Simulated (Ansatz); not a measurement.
# CH7GeInO: up Jacob's ladder to CCSD(T)

Aim: compute CH7GeInO with functionals from several rungs and with coupled cluster. The yardstick is the atomisation energy at the CCSD(T) limit.

Program: Ansatz 0.2.0, Gaussian basis. Level of theory: functionals in def2-TZVPP, the program's frozen cores in correlated methods. These are calculated values, not measurements.

Levels to be run: LDA (SPW92), PBE-D4, revPBE-D4, BLYP-D4, r2SCAN-D4, B97M-V, PBE0-D4, B3LYP-D4, r2SCANh-D4, r2SCAN0-D4, HSE06-D4, BHLYP-D4, CAM-B3LYP-D4, LC-ωPBE, ωB97X-V, ωB97M-V, B2PLYP, PBE-QIDH; CCSD(T)/def2-SVP; CCSD(T)/def2-TZVPP; MP2/def2-QZVPP; extrapolation to the limit; RPA on PBE.

**1. Structure used throughout**

The geometry comes from an earlier relaxation with PBE0-D4 in a triple-zeta def2 set; it is a stationary point, not always the lowest conformer. In takes the def2 core potential; no spin-orbit term is included.

11 atoms, charge 0, spin multiplicity 1.

Atoms are counted from 1 here; the program's logs count them from 0.

Bond lengths: Ge1–O2 1.784 Å, Ge1–H5 1.542 Å, Ge1–H6 1.532 Å, Ge1–H7 1.542 Å, O2–C3 1.414 Å, C3–In4 2.176 Å, C3–H8 1.101 Å, C3–H9 1.101 Å, In4–H10 1.734 Å, In4–H11 1.725 Å. Angles: O2–Ge1–H5 108.7°, O2–Ge1–H6 105.5°, O2–Ge1–H7 108.6°, H5–Ge1–H6 112.1°, H5–Ge1–H7 109.7°, H6–Ge1–H7 112.1°, Ge1–O2–C3 116.9°, O2–C3–In4 110.3°, O2–C3–H8 111.8°, O2–C3–H9 111.8°, In4–C3–H8 108.4°, In4–C3–H9 108.4°, H8–C3–H9 106.0°, C3–In4–H10 118.9°, C3–In4–H11 120.4°, H10–In4–H11 120.7°.

**2. LDA**

This LDA is Slater exchange with PW92 correlation.

Contents of in.yaml:

```yaml
crystal:
  periodic: [false, false, false]
  atoms:
    - {symbol: Ge, position_ang: [-0.194096, 2.107832, 0.482567]}
    - {symbol: O, position_ang: [0.492012, 0.466868, 0.345428]}
    - {symbol: C, position_ang: [-0.312228, -0.512660, -0.282076]}
    - {symbol: In, position_ang: [0.725806, -2.424128, -0.326148]}
    - {symbol: H, position_ang: [-0.497808, 2.635555, -0.933863]}
    - {symbol: H, position_ang: [0.879259, 2.941869, 1.190050]}
    - {symbol: H, position_ang: [-1.499236, 2.029556, 1.299586]}
    - {symbol: H, position_ang: [-0.566765, -0.231237, -1.315675]}
    - {symbol: H, position_ang: [-1.271397, -0.650137, 0.240848]}
    - {symbol: H, position_ang: [-0.061060, -3.789247, -1.049840]}
    - {symbol: H, position_ang: [2.305504, -2.574271, 0.349122]}
basis:
  gaussian: {orbitals: def2-TZVPP}
hamiltonian: {xc: lda}
output: {orbitals: {seedname: orbitals}}
```

Run with:

```bash
ansatz run in.yaml --threads 4 --pin off --events-out ev --progress --plain --max-ram 10444MiB
```

Further steps of the session: PBE-D4 (GGA); revPBE-D4 (GGA); BLYP-D4 (GGA); r2SCAN-D4 (meta-GGA); B97M-V (meta-GGA); B3LYP-D4 (hybrid); r2SCANh-D4 (hybrid); r2SCAN0-D4 (hybrid); HSE06-D4 (hybrid); BHLYP-D4 (hybrid); CAM-B3LYP-D4 (range-separated); LC-ωPBE (range-separated); ωB97X-V (range-separated); ωB97M-V (range-separated); B2PLYP (double hybrid); PBE-QIDH (double hybrid); CCSD(T) in def2-SVP; CCSD(T) in def2-TZVPP; MP2 in def2-QZVPP; RPA on PBE orbitals.

Before running them: what should the planned runs give, taken together? Wanted: atomisation energy, CCSD(T)/CBS; farthest beyond LDA; mean size of error, GGA; mean size of error, meta-GGA; mean size of error, hybrid; mean size of error, range-separated; mean size of error, double hybrid; gap, smallest and largest; T1 diagnostic.

**Answer**, as computed:

```
                               quantity                                                               value
        atomisation energy, CCSD(T)/CBS                                                           32.856 eV
    functionals within 0.329 eV (1.0 %)  PBE-D4, r2SCAN-D4, B97M-V, CAM-B3LYP-D4, LC-ωPBE, ωB97X-V, ωB97M-V
                    farthest beyond LDA                                                BHLYP-D4 (-1.179 eV)
                mean size of error, GGA                                                            0.544 eV
           mean size of error, meta-GGA                                                            0.156 eV
             mean size of error, hybrid                                                            0.613 eV
    mean size of error, range-separated                                                            0.171 eV
      mean size of error, double hybrid                                                            0.652 eV
              gap, smallest and largest                                3.30 eV (BLYP-D4), 9.78 eV (LC-ωPBE)
                          T1 diagnostic                                                              0.0132
triples share of the correlation energy                                                               3.3 %
```

LDA overbinds by 4.634 eV (14 %). PBE-D4 is off by -0.112 eV. Double hybrids carry the basis error of their MP2 part in triple zeta, and no dispersion term here, so their miss is partly the set-up's. The rungs meta-GGA, range-separated miss on average by less than the doubt on the reference (0.329 eV), so they tie. Misses under about 0.329 eV are within the doubt on the reference itself, which lacks core-valence correlation, spin-orbit coupling and higher excitations, and its outer-core shells are covered unevenly. All levels share the lack of spin-orbit coupling, which lowers the free heavy atoms and so the true binding. Hartree-Fock recovers 70 % of the binding; the rest is correlation. CCSD(T) in def2-SVP is off by -2.115 eV, so the small basis spoils what the method gains. Orbital gaps span 3.3 to 9.8 eV; exact exchange widens them. Correlated methods include outer-core shells of Ge, In, which these sets cover unevenly.
